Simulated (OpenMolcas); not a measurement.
# SnO (tin(ii) oxide): CCSD(T)/def2-SV(P) (core potential)

What is the vertical electron affinity of SnO (tin(ii) oxide) at CCSD(T)/def2-SV(P) (core potential)? 

The calculation is run with OpenMolcas 26.06.

## Step 1: Starting point

The species is SnO (2 atoms), meant as a singlet with charge 0. As SMILES, `[O]=[Sn]`. Geometry: relaxed at PBE0-D4/def2-TZVP.

Bond lengths: O1–Sn2 1.818 Å.

## Step 2: A single-point energy at CCSD(T)/def2-SV(P) (core potential)

Input file mol.xyz:

```xyz
2

O      0.000000     0.000000    -0.007080
Sn     0.000000     0.000000     1.810660
```

Input file job.inp:

```
* OSn CCSD(T)

&GATEWAY
 BASLIB = $CurrDir
 COORD = mol.xyz
 BASIS = def2-SVP
 GROUP = NoSym

&SEWARD

&SCF
 PRORBITALS = 0

&RASSCF
 FILEORB = $Project.ScfOrb
 SPIN = 1
 NACTEL = 0 0 0
 INACTIVE = 15
 RAS2 = 0
 OUTORBITALS = Canonical
 ORBLISTING = Nothing

&MOTRA
 JOBIPH
 FROZEN = 5

&CCSDT
 CCT
 TRIPLES = 2
 ITERATIONS = 50
 EXTRAPOLATION = 5 4
```

The basis set def2-SV(P) is read from a file made from the Basis Set Exchange's data (not shown).

On the command line:

```sh
$ export MOLCAS_MEM=1860
$ pymolcas job.inp > job.log
```

Log:

```text
--- Start Module: gateway ---
[...]
--- Stop Module: gateway /rc=_RC_ALL_IS_WELL_ ---
[...]
      Basis functions           40
[...]
       Convergence after  13 Iterations
[...]
::    Total SCF energy                               -288.1035679928
[...]
      Total spin, S                                     0.0000000000
[...]
      Number of active orbitals                  0
[...]
      Spin quantum number                      0.0
[...]
      Active orbitals                            0
[...]
      Number of CSFs                             1
[...]
      Number of root(s) required                 1
[...]
      Convergence after  4 iterations
[...]
      Natural orbitals and occupation numbers for root  1
      ************************************************************************************************************************
      *                                                    Final results                                                     *
      ************************************************************************************************************************
[...]
::    RASSCF root number  1 Total energy:   -288.10356799
[...]
      Total electronic charge=   30.000000
      Total            charge=   -0.000000
[...]
      Dipole Moment (debye):
      Origin of the operator (angstrom)=    0.0000    0.0000    1.5967
                   X= -1.0343E-14               Y=  5.3847E-15               Z=  4.9373E+00           Total=  4.9373E+00
      Quadrupole Moment (debye*angstrom):
[...]
--- Start Module: motra ---
[...]
      *** WARNING: Default frozen orbitals is overwritten by user input.
      *** Default values:   1
[...]
--- Stop Module: motra /rc=_RC_ALL_IS_WELL_ ---
--- Start Module: ccsdt ---
[...]
      Convergence after                    14  Iterations
      Total energy (diff) :    -288.40464391       0.00000008
[...]
 METHOD                       : CCSD+T(CCSD)+<T3(1)WT1> = CCSD(T)
[...]
       CCSD     =      -288.4046439144200
[...]
--- Stop Module: ccsdt /rc=_RC_ALL_IS_WELL_ ---
[...]
```

It took 3.6 s on 1 thread of Arm Neoverse V2, shared host; peak memory 0.37 GiB.

## Step 3: The doublet anion at the same level

mol.xyz is that of step 2.

Input file job.input:

```
* OSn CCSD(T)
>>> EXPORT MOLCAS_PRINT=2
&GATEWAY
BasLib
$CurrDir
Coord
mol.xyz
Basis
def2-SVP
Group
NoSym
&SEWARD
&SCF
UHF
Charge
-1
Spin
2
PrOrbitals
0
&RASSCF
FileOrb
$Project.UnaOrb
Spin
2
Nactel
1 0 0
Inactive
15
Ras2
1
OutOrbitals
Canonical
OrbListing
Nothing
&MOTRA
JobIph
Frozen
5
&CCSDT
CCT
Triples
3
Iterations
50
Extrapolation
5 4
```

The basis set def2-SV(P) is read from a file made from the Basis Set Exchange's data (not shown).

On the command line:

```sh
$ export MOLCAS_MEM=1860
$ pymolcas job.input > job.log
```

Log:

```text
--- Start Module: gateway ---
[...]
--- Stop Module: gateway /rc=_RC_ALL_IS_WELL_ ---
[...]
      Basis functions           40
[...]
       Convergence after  32 Iterations
[...]
::    Total SCF energy                               -288.0950494972
[...]
      Total spin, S                                     0.5068358969
[...]
      Number of active orbitals                  1
[...]
      Spin quantum number                      0.5
[...]
      Active orbitals                            1
[...]
      Number of CSFs                             1
[...]
      Number of root(s) required                 1
[...]
      Convergence after 14 iterations
[...]
      printout of CI-coefficients larger than  0.05 for root  1
      energy=    -288.091672
      conf/sym  1     Coeff  Weight
             1  u   1.00000 1.00000
      Natural orbitals and occupation numbers for root  1
      sym 1:   1.000000
      ************************************************************************************************************************
      *                                                    Final results                                                     *
[...]
::    RASSCF root number  1 Total energy:   -288.09167168
[...]
      Total electronic charge=   31.000000
      Total            charge=   -1.000000
[...]
      Dipole Moment (debye):
      Origin of the operator (angstrom)=    0.0000    0.0000    1.5967
                   X= -1.7436E-08               Y= -1.7066E-08               Z=  3.8765E+00           Total=  3.8765E+00
      Center of Charge (angstrom)
[...]
--- Start Module: motra ---
[...]
      *** WARNING: Default frozen orbitals is overwritten by user input.
      *** Default values:   1
[...]
--- Stop Module: motra /rc=_RC_ALL_IS_WELL_ ---
--- Start Module: ccsdt ---
[...]
      Convergence after                    15  Iterations
      Total energy (diff) :    -288.39134812      -0.00000002
[...]
 METHOD                       : CCSD+T(CCSD)+<T3(1)WT1>+<T3(1)UT2> = CCSD(T)
[...]
       CCSD     =      -288.3913481227334
[...]
--- Stop Module: ccsdt /rc=_RC_ALL_IS_WELL_ ---
[...]
```

Run time: 4.8 s. Hardware: 1 thread of Arm Neoverse V2, shared host; peak memory 0.37 GiB.

## Step 4: Outcome

At CCSD(T)/def2-SV(P) (core potential), 5 core orbitals frozen:

| quantity | value |
| --- | --- |
| singlet SnO: total energy | -288.42258 Eh |
| singlet SnO: dipole moment (mean-field density) | 4.94 D |
| singlet SnO: HOMO energy (Hartree–Fock orbitals) | -10.34 eV |
| singlet SnO: LUMO energy (Hartree–Fock orbitals) | 0.62 eV |
| singlet SnO: HOMO–LUMO gap (Hartree–Fock orbitals) | 10.95 eV |
| singlet SnO: correlation energy (5 core orbitals frozen) | -319.0 mEh |
| singlet SnO: (T) correction | -17.94 mEh |
| doublet anion: total energy | -288.40572 Eh |
| doublet anion: (T) correction | -14.37 mEh |
| vertical electron affinity (to the doublet anion) | -0.459 eV |

The anion lies 0.46 eV (44.3 kJ/mol) above the neutral: the electron isn't bound at this level, and such a value depends on the basis. Without diffuse functions anions come out too high. The triples (singlet SnO) make up 5.6 % of the correlation energy.
